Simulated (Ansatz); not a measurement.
**Tellurium, diamond under BLYP: structure, energy and stiffness**

The plan for tellurium in the diamond structure: relax it, solve it on a dense k-mesh, then scale the cell to 7 volumes from 88 to 112 % of the relaxed one and try a fit of the equation of state. Spin polarisation is left out. The k-meshes are 8×8×8 for the relaxation; 12×12×12 for the dense run; 8×8×8 for the volumes.

Method: DFT BLYP, plane waves (420 eV) with PAW, scalar-relativistic; PAW files made under PBE, frozen cores solved again for the functional, in Ansatz 0.2.0.

### Step 1. The structure to begin with

Symmetry: Fd-3m, No. 227, cubic system. The conventional cell has a = 6.778 Å, b = 6.778 Å, c = 6.778 Å, α = 90.00°, β = 90.00°, γ = 90.00°. Te (site symmetry -43m) has 4 Te at 2.94 Å as nearest neighbours.

As a file:

```cif
data_structure
_symmetry_space_group_name_H-M 'P 1'
_symmetry_Int_Tables_number 1
_cell_length_a 4.7930
_cell_length_b 4.7930
_cell_length_c 4.7930
_cell_angle_alpha 60.000
_cell_angle_beta 60.000
_cell_angle_gamma 60.000
_cell_volume 77.86
loop_
_atom_site_label
_atom_site_type_symbol
_atom_site_fract_x
_atom_site_fract_y
_atom_site_fract_z
_atom_site_occupancy
Te1 Te 0.12500 0.12500 0.12500 1
Te2 Te 0.87500 0.87500 0.87500 1
```

### Step 2. Geometry optimisation

input.yaml reads:

```yaml
crystal:
  lattice:
    - [0.0, 3.3891640866, 3.3891640866]
    - [3.3891640866, 0.0, 3.3891640866]
    - [3.3891640866, 3.3891640866, 0.0]
  atoms:
    - { symbol: Te, position: [0.125, 0.125, 0.125] }
    - { symbol: Te, position: [0.875, 0.875, 0.875] }
hamiltonian:
  xc: blyp
  pseudopotentials:
    kind: paw
    azcp:
      Te: "pseudopotentials/Te.paw.azcp"
basis:
  ecutwfc: 420
  fft_grid_basis: typed
kpoints:
  mp_grid: { grid: [8, 8, 8], shift: [0, 0, 0] }
magnetization:
  spin_polarized: false
scf:
  occupations: { method: fermi_dirac, width: 0.1 }
relax:
  max_steps: 60
  f_tol: 0.01
  cell: {}
output:
  write_density: true
  write_potential: true
  elf: true
  volumetric_format: npy
```

The run is started by

```bash
$ ansatz run input.yaml --threads 2 --pin off --max-ram 5120MiB --backend cpu --events-out ev --progress --plain --runs-dir out
```

Further steps of the session: Single point on a dense mesh; At 88 % of the relaxed volume; At 92 % of the relaxed volume; At 96 % of the relaxed volume; At 100 % of the relaxed volume; At 104 % of the relaxed volume; At 108 % of the relaxed volume; At 112 % of the relaxed volume.

**Question.** What will these runs give? Wanted: space group; conventional cell; volume; shortest distance; gap on the mesh; relative to trigonal tellurium; V₀, B₀, B₀′.

As calculated:

```
                      quantity                         value
space group (spins left aside)               Fd-3m (No. 227)
             conventional cell                   a = 7.375 Å
                        volume                50.136 Å³/atom
             shortest distance                       3.193 Å
               gap on the mesh  none (levels filled in part)
relative to trigonal tellurium                 +340 meV/atom
                   V₀, B₀, B₀′   50.174 Å³/atom, 22 GPa, 4.4
```

In words: The relaxation enlarged the cell by 28.8 % in volume. It lies 340 meV/atom above the element's reference form at the same level (trigonal tellurium, from a run of its own). No gap shows: it is a metal or semimetal at this level. The fitted modulus is 22 GPa. Relaxation kept the symmetry; phonons were not checked.
